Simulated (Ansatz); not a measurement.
This script makes an equation of state with a fit of TiGaPd, space group P6_3/mmc with the Ansatz DFT code, driven from Python.

`tigapd.py`
```python
import warnings

import ansatz as az
import numpy as np

vectors0 = np.array([
    [4.41026923, 0.0, 0.0],
    [-2.20513461, 3.81940519, 0.0],
    [0.0, 0.0, 5.38318439],
])
sites = [
    ("Ti", [0.0, 0.0, 0.0]),
    ("Ti", [0.0, 0.0, 0.5]),
    ("Ga", [1 / 3, 2 / 3, 0.75]),
    ("Ga", [2 / 3, 1 / 3, 0.25]),
    ("Pd", [1 / 3, 2 / 3, 0.25]),
    ("Pd", [2 / 3, 1 / 3, 0.75]),
]


def on_lattice(cell):
    crystal = az.Crystal(lattice=az.Lattice.of(cell))
    for symbol, position in sites:
        crystal = crystal.atom(symbol, position)
    return crystal

warnings.simplefilter("ignore", az.DeckWarning)

volumes, energies = [], []
for scale in np.linspace(0.92, 1.08, 7):
    cell = vectors0 * scale ** (1 / 3)
    calculation = (
        on_lattice(cell).calculation()
        .occupations("Marzari-Vanderbilt")
        .scf(self_checks="high")
        .basis(550, density_ratio=4)
        .functional("r2scan", dispersion="D4")
        .kpoints(6, 6, 5)
    )
    rep = calculation.run(threads=1, backend="cpu").report
    volumes.append(abs(np.linalg.det(cell)) / len(sites))
    energies.append(rep["free_energy_ev"] / len(sites))
    print(f"V = {volumes[-1]:8.4f} A^3/atom  F = {energies[-1]:.5f} eV/atom")

x = np.array(volumes) ** (-2 / 3)
poly = np.polynomial.Polynomial.fit(x, energies, 3).convert()
roots = poly.deriv().roots()
x0 = min((r.real for r in roots if abs(r.imag) < 1e-9 and poly.deriv(2)(r.real) > 0), key=lambda r: abs(r - x.mean()))
v0 = x0 ** -1.5
b0 = 4 / 9 * poly.deriv(2)(x0) * v0 ** (-7 / 3) * 160.21766
b1 = 4 + 2 / 3 * x0 * poly.deriv(3)(x0) / poly.deriv(2)(x0)
print(f"V0 = {v0:.4f} A^3/atom, B0 = {b0:.1f} GPa, dB/dP = {b1:.2f}")
```

From its runs, with one value withheld:

| V (Å³/atom) | F less the lowest row shown (meV/atom) |
| --- | --- |
| 13.904 | 40.59 |
| 14.307 | 13.94 |
| 14.710 | 1.05 |
| 15.113 | 0.00 |
| 15.516 | 9.15 |
| 15.919 | 27.07 |
| 16.322 | ? |

What is the missing energy at 16.322 Å³ an atom?

A third-order Birch-Murnaghan fit, E = E0 + (9 V0 B0 / 16) [(t - 1)³ B' + (t - 1)² (6 - 4t)] with t = (V0/V)^(2/3), through the 6 rows shown gives V0 = 14.948 Å³, B0 = 159.5 GPa, B' = 4.55 and E0 = -0.89 meV. At V = 16.322 Å³, t = 0.94305, and the fit extrapolates to 52.56 meV. The run gave 52.54 meV, a miss of 0.02 meV.

Notes:
- These settings explore the input space; cutoff and mesh may be short of convergence.
- Spin is left out of this run.
- Shape and fractional positions are held along the curve, so the bulk modulus is an upper value where they are free to relax.
- Dispersion corrections can be off by several per cent in the lattices of metals, and by several GPa in the pressure at a fixed cell.
- For a metal this k-point mesh is coarse: on a finer one energies can move by several to tens of meV an atom and pressures by half a GPa or more, differences at one mesh by less.
- This cell is a computed structure, which may not be the phase found in nature.
- Run time: 2.2 min on 1 thread of Arm Neoverse V2, on a shared host, peak memory 0.7 GiB.
